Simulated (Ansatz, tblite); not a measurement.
# [GeH5]-: removing an electron

The task here is to estimate one member of a computed series from the others.

Program: Ansatz 0.2.0, Gaussian basis. Level of theory: as each input shows. These are calculated values, not measurements.

Levels to be run: charge 0 doublet, at the geometry of the singlet (PBE0-D4/def2-TZVPD, PBE-D4/def2-TZVPD, r2SCAN-D4/def2-TZVPD, CCSD(T)/def2-TZVPPD); charge 0 doublet, relaxed (PBE0-D4/def2-TZVPD, PBE-D4/def2-TZVPD); the starting singlet's energies come from earlier runs.

### The geometry

The geometry is that of the singlet, from an earlier relaxation (PBE0-D4/def2-TZVPD).

6 atoms, charge -1, spin multiplicity 1.

Atoms are counted from 1 here; the program's logs count them from 0.

Bond lengths: Ge1–H2 1.727 Å, Ge1–H3 1.727 Å, Ge1–H4 1.584 Å, Ge1–H5 1.584 Å, Ge1–H6 1.584 Å. Angles: H2–Ge1–H3 180.0°, H2–Ge1–H4 90.0°, H2–Ge1–H5 90.0°, H2–Ge1–H6 90.0°, H3–Ge1–H4 90.0°, H3–Ge1–H5 90.0°, H3–Ge1–H6 90.0°, H4–Ge1–H5 120.0°, H4–Ge1–H6 120.0°, H5–Ge1–H6 120.0°.

The ion is computed in the gas phase, without counter-ions or solvent.

The first run:

The input, in.yaml:

```yaml
crystal:
  periodic: [false, false, false]
  atoms:
    - {symbol: Ge, position_ang: [-0.000019, -0.000023, -0.000082]}
    - {symbol: H, position_ang: [-0.020700, -0.008181, 1.726615]}
    - {symbol: H, position_ang: [0.020675, 0.008784, -1.726698]}
    - {symbol: H, position_ang: [1.583489, 0.011943, 0.018767]}
    - {symbol: H, position_ang: [-0.802660, 1.365267, -0.002257]}
    - {symbol: H, position_ang: [-0.780775, -1.377799, -0.016344]}
basis:
  gaussian: {orbitals: def2-TZVPD}
magnetization: {spin_polarized: true, initial_magnetization: 1}
hamiltonian: {xc: pbe0, dispersion: d4}
output: {orbitals: {seedname: orbitals}}
```

Launch:

```bash
$ ansatz run in.yaml --threads 4 --pin off --events-out ev --progress --plain --max-ram 3916MiB
```

Steps of the session up to this table: Charge 0 doublet at the fixed geometry, PBE0-D4/def2-TZVPD; Charge 0 doublet at the fixed geometry, PBE-D4/def2-TZVPD; Charge 0 doublet at the fixed geometry, r2SCAN-D4/def2-TZVPD; Charge 0 doublet at the fixed geometry, CCSD(T)/def2-TZVPPD.

One table of the session follows, with a row left open; its other results are not shown here.

It belongs to the step «Vertical ionisation energy». 

```
              method  vertical ionisation energy (eV)
      HF/def2-TZVPPD                             1.41
   PBE-D4/def2-TZVPD                             1.68
r2SCAN-D4/def2-TZVPD                             1.64
  PBE0-D4/def2-TZVPD                             1.81
     MP2/def2-TZVPPD                                ?
    CCSD/def2-TZVPPD                             1.96
 CCSD(T)/def2-TZVPPD                             1.95
```

Estimate the missing values for MP2/def2-TZVPPD.

As computed: vertical ionisation energy (eV): 1.93. In the column «vertical ionisation energy (eV)» it lies between PBE0-D4/def2-TZVPD (1.81) and CCSD(T)/def2-TZVPPD (1.95).

Caveats from the session: The anion's highest level is positive in at least one run, so there the basis alone may hold the extra electron.
